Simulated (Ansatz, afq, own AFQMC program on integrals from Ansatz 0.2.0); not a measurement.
# NHBr (quartet): quantum Monte Carlo beside coupled cluster at distance Br1–H2 along a hydrogen transfer = 1.421 Å, cc-pVTZ

How near does AFQMC come to the top of the ladder for NHBr (quartet)?

The runs use Ansatz 0.2.0, Gaussian basis, and an in-house AFQMC program (afq) on its integrals; all values are calculated; cc-pVTZ, frozen cores.

The runs, in order: PBE (unrestricted); CCSD(T) on UHF; r2SCAN (unrestricted); PBE0 (unrestricted); B3LYP (unrestricted); CCSDT(Q) on UHF; wB97M-V (unrestricted); B2PLYP (unrestricted); Phaseless AFQMC, CISD trial on UHF; Phaseless AFQMC, single-determinant trial on UHF.

### 1 The system

The geometry derives from fragments relaxed apart (PBE0/def2-TZVP) and kept rigid, so it is no stationary point. A hydrogen atom is moved between rigid fragments. No spin-orbit coupling is included. The filled d shell of Br may be among the frozen orbitals whatever the setting's name suggests; the logs give the count.

3 atoms, charge 0, spin multiplicity 4.

Atoms are counted from 1 here; the program's logs count them from 0.

Bond lengths: Br1–H2 1.421 Å.

### 2 PBE (unrestricted)

Contents of in.yaml:

```yaml
crystal:
  periodic: [false, false, false]
  atoms:
    - {symbol: Br, position_ang: [0.000000, 0.000000, -1.412867]}
    - {symbol: H, position_ang: [0.000000, 0.000000, 0.007733]}
    - {symbol: N, position_ang: [0.000000, 0.000000, 1.405133]}
basis:
  gaussian: {orbitals: cc-pVTZ}
magnetization: {spin_polarized: true, initial_magnetization: 3}
hamiltonian: {xc: {name: PBE}}
output: {orbitals: {seedname: orbitals}}
```

The run is started by

```bash
$ ansatz run in.yaml --threads 1 --pin off --events-out ev --progress --plain --max-ram 5120MiB --backend cpu
```

The log of the run:

```text
Functional definition: PBE
  name "PBE"
  cite "Perdew, Burke & Ernzerhof, Phys. Rev. Lett. 77, 3865 (1996) doi:10.1103/PhysRevLett.77.3865"
  parent pbe
  parameter kappa = 0.804
  parameter beta = 0.06672455060314922
  exchange = pbe_x(kappa = kappa, mu = beta*pi^2/3)
  correlation = pbe_c(beta = beta)
609 factors; their error is unknown
mean field evaluation 1: about -71529.8617 eV, gradient 3.7e1 eV
mean field evaluation 2: about -71502.0250 eV, gradient 7.5e1 eV
mean field evaluation 4: about -71537.0937 eV, gradient 2.3e0 eV
mean field evaluation 8: about -71537.1165 eV, gradient 1.2e-1 eV
mean field evaluation 16: about -71537.1166 eV, gradient 1.0e-5 eV
mean field -71537.11658142 eV, -2628.9405447679 hartree, gradient 1.0e-5 eV, S^2 3.754797; 3 other end points of the search recorded, 0 dependent functions left out
reference -71537.11660286 eV, -2628.9405455560 hartree; 23, 20 occupied and 64, 67 virtual orbitals, 609 factors
Total energy: -71537.11660286 eV, -2628.9405455560 hartree
```

It took 2.5 s on 1 thread of AMD EPYC 7R13 (Zen 3), shared host; peak memory 0.71 GiB.

From the report: ⟨S²⟩ of the determinant 3.755 (pure quartet: 3.75).

### 3 CCSD(T) on UHF

Changes to in.yaml since step 2:

```diff
@@ -9,3 +9,2 @@
 magnetization: {spin_polarized: true, initial_magnetization: 3}
-hamiltonian: {xc: {name: PBE}}
-output: {orbitals: {seedname: orbitals}}
+correlation: {method: ccsd_t, electrons: outside_noble_gas, hamiltonian_folder: ham}
```

The run is started by

```bash
$ ansatz run in.yaml --threads 1 --pin off --events-out ev --progress --plain --max-ram 15360MiB --backend cuda --devices 0, --max-vram 18GiB
```

The log of the run, shortened:

```text
Functional definition: HF
  name "HF"
  cite "Fock, Z. Phys. 61, 126 (1930) doi:10.1007/BF01340294"
  parent pbe
[...]
538 factors; integrals over basis functions are off by at most 1.2e-3 eV
[...]
mean field -71495.61373028 eV, -2627.4153431201 hartree, gradient 2.2e-6 eV, S^2 3.769931; 0 other end points of the search recorded, 0 dependent functions left out
15 core orbitals not correlated: weight in the atoms' cores, before any rotation towards them, 1.000 or more for the frozen orbitals, at most 0.000 for the correlated occupied ones
reference -71495.61373028 eV, -2627.4153431201 hartree; 8, 5 occupied and 64, 67 virtual orbitals, 538 factors
second order -7.68269562 eV of doubles, -0.00000000 eV of singles
cycle   1  -8.35308659 eV  change   -6.7e-1 eV  update   5.5e-2
[...]
cycle  11  -8.59937516 eV  change   -5.0e-6 eV  update   9.1e-6
perturbative correction -0.28785181 eV, -0.0105783589 hartree
Total energy: -71504.50095724 eV, -2627.7419426871 hartree
```

It took 2.5 s on 1 × NVIDIA H100 80GB HBM3 with 1 thread of AMD EPYC 7R13 (Zen 3), shared host; peak host memory 0.79 GiB.

From the report: ⟨S²⟩ of the determinant 3.770 (pure quartet: 3.75); correlation -8.8872 eV; T1 0.014; largest double amplitude 0.04.

This run also writes the integrals to the folder ham.

### 4 r2SCAN (unrestricted)

Changes to in.yaml since step 3:

```diff
@@ -9,2 +9,2 @@
 magnetization: {spin_polarized: true, initial_magnetization: 3}
-correlation: {method: ccsd_t, electrons: outside_noble_gas, hamiltonian_folder: ham}
+hamiltonian: {xc: {name: r2SCAN}}
```

The run is started by

```bash
$ ansatz run in.yaml --threads 1 --pin off --events-out ev --progress --plain --max-ram 5120MiB --backend cpu
```

The log of the run:

```text
Functional definition: r2SCAN
  name "r2SCAN"
  cite "Furness, Kaplan, Ning, Perdew & Sun, J. Phys. Chem. Lett. 11, 8208 (2020) doi:10.1021/acs.jpclett.0c02405"
  cite "Furness, Kaplan, Ning, Perdew & Sun, J. Phys. Chem. Lett. 11, 9248 (2020) doi:10.1021/acs.jpclett.0c03077"
  parent r2scan
  parameter k0 = 0.174
  parameter k1 = 0.065
  parameter a1 = 4.9479
  exchange = r2scan_x(k0 = k0, k1 = k1, a1 = a1)
  correlation = r2scan_c
609 factors; their error is unknown
mean field evaluation 1: about -71546.1181 eV, gradient 1.8e1 eV
mean field evaluation 2: about -71543.4895 eV, gradient 2.9e1 eV
mean field evaluation 4: about -71548.4932 eV, gradient 1.4e0 eV
mean field evaluation 8: about -71548.4924 eV, gradient 3.6e-2 eV
mean field evaluation 16: about -71548.4849 eV, gradient 1.2e-5 eV
mean field -71548.48491754 eV, -2629.3583234147 hartree, gradient 1.4e-5 eV, S^2 3.759100; 0 other end points of the search recorded, 0 dependent functions left out
reference -71548.48492462 eV, -2629.3583236749 hartree; 23, 20 occupied and 64, 67 virtual orbitals, 609 factors
Total energy: -71548.48492462 eV, -2629.3583236749 hartree
```

It took 3.2 s on 1 thread of AMD EPYC 7R13 (Zen 3), shared host; peak memory 0.71 GiB.

From the report: ⟨S²⟩ of the determinant 3.759 (pure quartet: 3.75).

### 5 PBE0 (unrestricted)

Changes to in.yaml since step 4:

```diff
@@ -9,2 +9,3 @@
 magnetization: {spin_polarized: true, initial_magnetization: 3}
-hamiltonian: {xc: {name: r2SCAN}}
+hamiltonian: {xc: {name: PBE0}}
+output: {orbitals: {seedname: orbitals}}
```

The command is unchanged.

The log of the run:

```text
Functional definition: PBE0
  name "PBE0"
  cite "Adamo & Barone, J. Chem. Phys. 110, 6158 (1999) doi:10.1063/1.478522"
  cite "Perdew, Burke & Ernzerhof, Phys. Rev. Lett. 77, 3865 (1996) doi:10.1103/PhysRevLett.77.3865"
  parent pbe
  parameter a = 0.25
  parameter kappa = 0.804
  parameter beta = 0.06672455060314922
  exchange = (1 - a)*pbe_x(kappa = kappa, mu = beta*pi^2/3) + a*exact_x
  correlation = pbe_c(beta = beta)
651 factors; their error is unknown
mean field evaluation 1: about -71538.6428 eV, gradient 9.4e0 eV
mean field evaluation 2: about -71538.8077 eV, gradient 1.1e1 eV
mean field evaluation 4: about -71539.4941 eV, gradient 8.6e-1 eV
mean field evaluation 8: about -71539.7206 eV, gradient 1.8e-1 eV
mean field evaluation 16: about -71539.7206 eV, gradient 5.5e-5 eV
mean field -71539.72063776 eV, -2629.0362420734 hartree, gradient 5.5e-5 eV, S^2 3.757898; 0 other end points of the search recorded, 0 dependent functions left out
reference -71539.72065398 eV, -2629.0362426694 hartree; 23, 20 occupied and 64, 67 virtual orbitals, 651 factors
Total energy: -71539.72065398 eV, -2629.0362426694 hartree
```

It took 1.6 s on 1 thread of AMD EPYC 7R13 (Zen 3), shared host; peak memory 0.71 GiB.

From the report: ⟨S²⟩ of the determinant 3.758 (pure quartet: 3.75).

### 6 B3LYP (unrestricted)

Changes to in.yaml since step 5:

```diff
@@ -9,3 +9,2 @@
 magnetization: {spin_polarized: true, initial_magnetization: 3}
-hamiltonian: {xc: {name: PBE0}}
-output: {orbitals: {seedname: orbitals}}
+hamiltonian: {xc: {name: B3LYP}}
```

The command is unchanged.

The log of the run, shortened:

```text
Functional definition: B3LYP
  name "B3LYP"
  cite "Stephens, Devlin, Chabalowski & Frisch, J. Phys. Chem. 98, 11623 (1994) doi:10.1021/j100096a001"
  cite "Becke, Phys. Rev. A 38, 3098 (1988) doi:10.1103/PhysRevA.38.3098"
  cite "Lee, Yang & Parr, Phys. Rev. B 37, 785 (1988) doi:10.1103/PhysRevB.37.785"
  cite "Vosko, Wilk & Nusair, Can. J. Phys. 58, 1200 (1980) doi:10.1139/p80-159"
[...]
639 factors; their error is unknown
[...]
mean field -71550.35643821 eV, -2629.4271005306 hartree, gradient 2.4e-5 eV, S^2 3.757527; 0 other end points of the search recorded, 0 dependent functions left out
reference -71550.35659727 eV, -2629.4271063761 hartree; 23, 20 occupied and 64, 67 virtual orbitals, 639 factors
Total energy: -71550.35659727 eV, -2629.4271063761 hartree
```

It took 1.7 s on 1 thread of AMD EPYC 7R13 (Zen 3), shared host; peak memory 0.71 GiB.

From the report: ⟨S²⟩ of the determinant 3.758 (pure quartet: 3.75).

### 7 CCSDT(Q) on UHF

Changes to in.yaml since step 6:

```diff
@@ -9,2 +9,2 @@
 magnetization: {spin_polarized: true, initial_magnetization: 3}
-hamiltonian: {xc: {name: B3LYP}}
+correlation: {method: ccsdt_q, electrons: outside_noble_gas}
```

The run is started by

```bash
$ ansatz run in.yaml --threads 1 --pin off --events-out ev --progress --plain --max-ram 15360MiB --backend cuda --devices 0, --max-vram 18GiB
```

The log of the run, shortened:

```text
Functional definition: HF
  name "HF"
  cite "Fock, Z. Phys. 61, 126 (1930) doi:10.1007/BF01340294"
  parent pbe
[...]
978 factors; integrals over basis functions are off by at most 2.2e-7 eV
[...]
mean field -71495.61376649 eV, -2627.4153444510 hartree, gradient 1.2e-6 eV, S^2 3.769931; 0 other end points of the search recorded, 0 dependent functions left out
15 core orbitals not correlated: weight in the atoms' cores, before any rotation towards them, 1.000 or more for the frozen orbitals, at most 0.000 for the correlated occupied ones
reference -71495.61376649 eV, -2627.4153444510 hartree; 8, 5 occupied and 64, 67 virtual orbitals, 978 factors
second order -7.68272726 eV of doubles, -0.00000000 eV of singles
cycle   1  -8.35308486 eV  change   -6.7e-1 eV  update   6.9e-2
[...]
cycle  18  -8.91494235 eV  change   -4.4e-7 eV  update   6.7e-7
perturbative correction -0.01088734 eV, -0.0004001025 hartree
Total energy: -71504.53959618 eV, -2627.7433626420 hartree
```

It took 9 s on 1 × NVIDIA H100 80GB HBM3 with 1 thread of AMD EPYC 7R13 (Zen 3), shared host; peak host memory 0.86 GiB.

From the report: ⟨S²⟩ of the determinant 3.770 (pure quartet: 3.75); correlation -8.9258 eV; T1 0.015; largest double amplitude 0.04.

### 8 wB97M-V (unrestricted)

Changes to in.yaml since step 7:

```diff
@@ -9,2 +9,3 @@
 magnetization: {spin_polarized: true, initial_magnetization: 3}
-correlation: {method: ccsdt_q, electrons: outside_noble_gas}
+hamiltonian: {xc: {name: wB97M-V}}
+output: {orbitals: {seedname: orbitals}}
```

The run is started by

```bash
$ ansatz run in.yaml --threads 1 --pin off --events-out ev --progress --plain --max-ram 5120MiB --backend cpu
```

The log of the run, shortened:

```text
Functional definition: wB97M-V
  name "wB97M-V"
  cite "Mardirossian & Head-Gordon, J. Chem. Phys. 144, 214110 (2016) doi:10.1063/1.4952647"
  cite "Becke, J. Chem. Phys. 107, 8554 (1997) doi:10.1063/1.475007"
  cite "Vydrov & Van Voorhis, J. Chem. Phys. 133, 244103 (2010) doi:10.1063/1.3521275"
  # Of w^i u^j: cxij and so on, Table III.
[...]
  gx(w, u) = 1 - cx + cx01*u + cx10*w
  gss(w, u) = css00 + css04*u^4 + css10*w + css20*w^2 + css43*w^4*u^3
  gos(w, u) = cos00 + cos10*w + (cos20 + cos21*u)*w^2 + (cos60 + cos61*u)*w^6
[...]
      + integral(e_c_pw_mod_opposite_spin*gos(b97_w_opposite, b97_u_opposite)) + vv10(b, c)
631 factors; their error is unknown
98 factors; integrals over basis functions are off by at most 1.2e-4 eV
[...]
mean field -71544.99140601 eV, -2629.2299392340 hartree, gradient 2.7e-5 eV, S^2 3.757702; 0 other end points of the search recorded, 0 dependent functions left out
reference -71544.99143241 eV, -2629.2299402040 hartree; 23, 20 occupied and 64, 67 virtual orbitals, 631 factors
Total energy: -71544.99143241 eV, -2629.2299402040 hartree
```

It took 5.5 s on 1 thread of AMD EPYC 7R13 (Zen 3), shared host; peak memory 0.71 GiB.

From the report: ⟨S²⟩ of the determinant 3.758 (pure quartet: 3.75).

### 9 B2PLYP (unrestricted)

Changes to in.yaml since step 8:

```diff
@@ -9,3 +9,3 @@
 magnetization: {spin_polarized: true, initial_magnetization: 3}
-hamiltonian: {xc: {name: wB97M-V}}
-output: {orbitals: {seedname: orbitals}}
+hamiltonian: {xc: {name: B2PLYP}}
+correlation: {electrons: outside_noble_gas}
```

The command is unchanged.

The log of the run, shortened:

```text
Functional definition: B2PLYP
  name "B2PLYP"
  cite "Grimme, J. Chem. Phys. 124, 034108 (2006) doi:10.1063/1.2148954"
  cite "Becke, Phys. Rev. A 38, 3098 (1988) doi:10.1103/PhysRevA.38.3098"
  cite "Lee, Yang & Parr, Phys. Rev. B 37, 785 (1988) doi:10.1103/PhysRevB.37.785"
[...]
538 factors; integrals over basis functions are off by at most 1.2e-3 eV
[...]
mean field -71534.51195136 eV, -2628.8448263789 hartree, gradient 4.1e-6 eV, S^2 3.762817; 0 other end points of the search recorded, 0 dependent functions left out
15 core orbitals not correlated: weight in the atoms' cores, before any rotation towards them, 1.000 or more for the frozen orbitals, at most 0.000 for the correlated occupied ones
reference -71534.51205264 eV, -2628.8448301008 hartree; 8, 5 occupied and 64, 67 virtual orbitals, 538 factors
second order -9.32273961 eV of doubles, -0.00000000 eV of singles
Total energy: -71537.02919234 eV, -2628.9373332784 hartree
```

Wall time 2.3 s (1 thread of AMD EPYC 7R13 (Zen 3), shared host); peak memory 1.5 GiB.

From the report: ⟨S²⟩ of the determinant 3.763 (pure quartet: 3.75).

### 10 Phaseless AFQMC, CISD trial on UHF

It reads the integrals that the CCSD(T) run on this determinant wrote.

The run is started by

```bash
$ afq ham --method phaseless --trial cisd --walkers 2600 --populations 20 --least-time 60 --time-step 0.005 --steps-per-block 50 --equilibration-blocks 28 --max-blocks 4000 --target-error 0.00021 --factor-cut 1e-05 --start spin_pure --seed 5258 --release-times 0.24,0.51,0.99,1.62,2.4 --release-step 0.03 --release-every 3 --taylor-order 6
```

The log of the run:

```text
orbitals 72  electrons 8 5  factors 477 of 538
reference energy -2627.41534312 Eh
CCSD correlation -0.31602125 Eh in 12 cycles, weight of the determinant in the CISD state 0.8841
energy of the start -2627.730703 Eh
 block  time / (1/Eh)  mean weight  energy / Eh
     1     0.250  1.0000  -2627.727714
     2     0.500  0.9996  -2627.731739
     3     0.750  1.0004  -2627.735972
     4     1.000  0.9996  -2627.738486
     5     1.250  1.0001  -2627.739329
     6     1.500  1.0001  -2627.740422
     7     1.750  1.0006  -2627.741290
     8     2.000  0.9998  -2627.741597
     9     2.250  1.0001  -2627.741693
    10     2.500  1.0001  -2627.742193
    11     2.750  0.9995  -2627.742642
    13     3.250  0.9998  -2627.742763
    15     3.750  0.9996  -2627.743087
    17     4.250  0.9998  -2627.742835
    19     4.750  0.9999  -2627.742606
    21     5.250  1.0001  -2627.741982
    23     5.750  1.0004  -2627.742642
    25     6.250  0.9999  -2627.742553
    27     6.750  0.9999  -2627.742884
    29     7.250  0.9997  -2627.742647
    31     7.750  1.0007  -2627.742691
    33     8.250  0.9997  -2627.743680
    35     8.750  1.0008  -2627.751151
    37     9.250  1.0004  -2627.742465
    39     9.750  1.0001  -2627.743502
    41    10.250  1.0002  -2627.743514
    43    10.750  1.0000  -2627.743885
    45    11.250  0.9999  -2627.744402
    47    11.750  1.0000  -2627.742841
    49    12.250  1.0002  -2627.743178
    51    12.750  0.9998  -2627.742633
    53    13.250  0.9994  -2627.742246
    55    13.750  0.9999  -2627.743144
    57    14.250  1.0002  -2627.742674
    59    14.750  0.9999  -2627.742653
    61    15.250  1.0000  -2627.742786
    63    15.750  1.0003  -2627.743141
    65    16.250  0.9999  -2627.743252
    67    16.750  1.0003  -2627.743310
    69    17.250  1.0003  -2627.742285
    71    17.750  1.0007  -2627.742922
    73    18.250  1.0004  -2627.743263
    75    18.750  0.9996  -2627.742776
    77    19.250  1.0004  -2627.744029
    79    19.750  0.9999  -2627.743887
    81    20.250  1.0000  -2627.744008
    83    20.750  1.0000  -2627.742889
    85    21.250  1.0005  -2627.742671
    87    21.750  0.9997  -2627.742652
    89    22.250  1.0002  -2627.742640
    91    22.750  1.0000  -2627.743079
    93    23.250  1.0002  -2627.741932
    95    23.750  0.9995  -2627.742801
    97    24.250  0.9994  -2627.743360
    99    24.750  0.9995  -2627.742686
   101    25.250  0.9999  -2627.743043
   103    25.750  0.9998  -2627.742481
   105    26.250  1.0000  -2627.742454
   107    26.750  1.0002  -2627.742857
error from the spread of 20 populations
released: time / (1/Eh)  energy / Eh  error  mean overlap
  0.24  -2627.743145  0.000101  0.9983
  0.51  -2627.743344  0.000120  0.9947
  0.99  -2627.743408  0.000097  0.9918
  1.62  -2627.743499  0.000112  0.9831
  2.40  -2627.743577  0.000270  0.9733
energy -2627.743053 +/- 0.000202 Eh
```

It took 1.9 min on 1 × NVIDIA H100 80GB HBM3 with 2 threads of AMD EPYC 7R13 (Zen 3), shared host; peak host memory 1.5 GiB.

Energy -71504.5312 ± 0.0055 eV. Caveats: constraint bias not in the error.

### 11 Phaseless AFQMC, single-determinant trial on UHF

It reads the integrals that the CCSD(T) run on this determinant wrote.

The run is started by

```bash
$ afq ham --method phaseless --trial hf --walkers 2600 --populations 20 --least-time 40 --time-step 0.005 --steps-per-block 20 --equilibration-blocks 112 --max-blocks 4000 --target-error 0.0010500000000000002 --factor-cut 1e-05 --start spin_pure --seed 7182 --taylor-order 6
```

The log of the run:

```text
orbitals 72  electrons 8 5  factors 477 of 538
reference energy -2627.41534312 Eh
CCSD correlation -0.31602125 Eh in 12 cycles, weight of the determinant in the CISD state 0.8841
energy of the start -2627.415852 Eh
 block  time / (1/Eh)  mean weight  energy / Eh
     1     0.100  1.0017  -2627.502754
     2     0.200  1.0024  -2627.563685
     3     0.300  1.0023  -2627.604500
     4     0.400  1.0024  -2627.632099
     5     0.500  1.0019  -2627.655012
     6     0.600  1.0011  -2627.670143
     7     0.700  1.0014  -2627.683950
     8     0.800  1.0010  -2627.696189
     9     0.900  1.0006  -2627.704192
    10     1.000  1.0009  -2627.708713
    13     1.300  1.0003  -2627.724259
    19     1.900  0.9995  -2627.731207
    25     2.500  1.0006  -2627.735918
    31     3.100  0.9995  -2627.739868
    37     3.700  0.9998  -2627.739016
    43     4.300  1.0001  -2627.740180
    49     4.900  0.9999  -2627.738057
    55     5.500  1.0003  -2627.744236
    61     6.100  1.0000  -2627.735757
    67     6.700  1.0001  -2627.740914
    73     7.300  0.9997  -2627.748620
    79     7.900  1.0003  -2627.750871
    85     8.500  1.0003  -2627.738894
    91     9.100  1.0003  -2627.749448
    97     9.700  0.9999  -2627.744345
   103    10.300  1.0002  -2627.741658
   109    10.900  0.9998  -2627.747093
   115    11.500  1.0004  -2627.741641
   121    12.100  0.9999  -2627.737001
   127    12.700  0.9998  -2627.742613
   133    13.300  0.9992  -2627.751720
   139    13.900  0.9999  -2627.740583
   145    14.500  1.0003  -2627.743087
   151    15.100  0.9997  -2627.740396
   157    15.700  1.0007  -2627.749574
   163    16.300  0.9998  -2627.747567
   169    16.900  0.9993  -2627.749354
   175    17.500  1.0001  -2627.745465
   181    18.100  1.0003  -2627.741946
   187    18.700  1.0002  -2627.737091
   193    19.300  1.0000  -2627.738644
   199    19.900  0.9999  -2627.740412
   205    20.500  0.9997  -2627.743073
   211    21.100  1.0005  -2627.746155
   217    21.700  0.9999  -2627.746230
   223    22.300  0.9996  -2627.747653
   229    22.900  0.9997  -2627.746583
   235    23.500  1.0001  -2627.742254
   241    24.100  1.0000  -2627.741574
   247    24.700  1.0004  -2627.747383
   253    25.300  0.9997  -2627.742708
   259    25.900  0.9999  -2627.740235
   265    26.500  1.0001  -2627.742076
   271    27.100  0.9999  -2627.738488
error from the spread of 20 populations
energy -2627.743313 +/- 0.000993 Eh
```

It took 37 s on 1 × NVIDIA H100 80GB HBM3 with 2 threads of AMD EPYC 7R13 (Zen 3), shared host; peak host memory 1.6 GiB.

Energy -71504.5383 ± 0.0270 eV. Caveats: constraint bias not in the error.

### 12 All levels side by side

On the UHF determinant, counted from CCSDT(Q) (a yardstick, not exact):

| level | energy (eV) | from CCSDT(Q) (kJ/mol) | statistical error (kJ/mol) | time |
| --- | --- | --- | --- | --- |
| HF | -71495.6137 | +861.2 |  |  |
| MP2 | -71503.2964 | +119.9 |  |  |
| CCSD | -71504.2131 | +31.5 |  |  |
| CCSD(T) | -71504.5010 | +3.7 |  |  |
| CCSDT(Q) | -71504.5396 | 0.0 |  |  |
| Phaseless AFQMC, CISD trial, step 0.005, 2600 walkers | -71504.5312 | +0.8 | 0.5 | 1.9 min |
| Phaseless AFQMC, single-determinant trial, step 0.005, 2600 walkers | -71504.5383 | +0.1 | 2.6 | 37 s |

The functionals' totals stand on their own zeros and serve differences with other points: PBE -71537.117 eV; r2SCAN -71548.485 eV; PBE0 -71539.721 eV; B3LYP -71550.357 eV; wB97M-V -71544.991 eV; B2PLYP -71537.029 eV.

### 13 What came out

| quantity | value |
| --- | --- |
| CCSD(T) on UHF from CCSDT(Q) | +3.7 kJ/mol |
| Phaseless AFQMC, CISD trial on UHF from CCSDT(Q) | +0.8 ± 0.5 kJ/mol |
| Phaseless AFQMC, single-determinant trial on UHF from CCSDT(Q) | +0.1 ± 2.6 kJ/mol |

In words: On UHF the phaseless walk with the CISD trial lies +0.8 kJ/mol from CCSDT(Q), within three error bars. Error bars are statistical and leave out the constraint, the time step and what remains of the start.
